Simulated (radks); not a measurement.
# Cl⁺ in [Ne] 3s2 3p4: an all-electron calculation

The task here is to estimate one member of a computed series from the others.

Program: radks (a radial shooting solver on a logarithmic mesh, Libxc functionals) version 1. Level of theory: non-relativistic Kohn-Sham, SOGGA, spin-polarised, spherical densities, point nucleus; open shells are filled with parallel spins first. These are calculated values, not measurements, unless marked.

## Starting point

```
element       : chlorine (Z = 17)
charge        : +1
electrons     : 16
configuration : [Ne] 3s2 3p4
```

Outer shells as boxes (Hund's rule):

Cl⁺
```
[Ne] core
3s [↑↓]
3p [↑↓][↑ ][↑ ]
```

Set-up of the first run:

Input:

```text
Z 17
configuration [Ne] 3s2 3p4 4s0 3d0
relativity non-relativistic
functional sogga,pbe
spin polarised
nucleus point
```

One table of the session follows, with a row left open; its other results are not shown here.

It belongs to the step «Shells». Sizes of the orbitals, from the radial functions (bohr):

| level | <r> | outermost maximum (interpolated) | 90 % within | nodes |
| --- | --- | --- | --- | --- |
| 1s up | 0.09151 | 0.0600 | 0.163 | 0 |
| 1s down | 0.09151 | 0.0600 | 0.163 | 0 |
| 2s up | 0.4469 | 0.364 | 0.699 | 1 |
| 2s down | 0.4466 | 0.364 | 0.698 | 1 |
| 2p up | 0.4078 | 0.302 | 0.677 | 0 |
| 2p down | 0.4076 | 0.303 | 0.676 | 0 |
| 3s up | 1.492 | 1.27 | 2.24 | 2 |
| 3s down | ? | ? | ? | ? |
| 3p up | 1.693 | 1.39 | 2.62 | 1 |
| 3p down | 1.726 | 1.40 | 2.69 | 1 |

Q: Estimate the row for 3s down from the others.

As computed: <r>: 1.502; outermost maximum (interpolated): 1.27; 90 % within: 2.27; nodes: 2. In the column «<r>» it lies between 3s up (1.492) and 3p up (1.693).

To keep in mind: Open shells are spherical and high-spin; term and fine-structure splittings are not resolved.
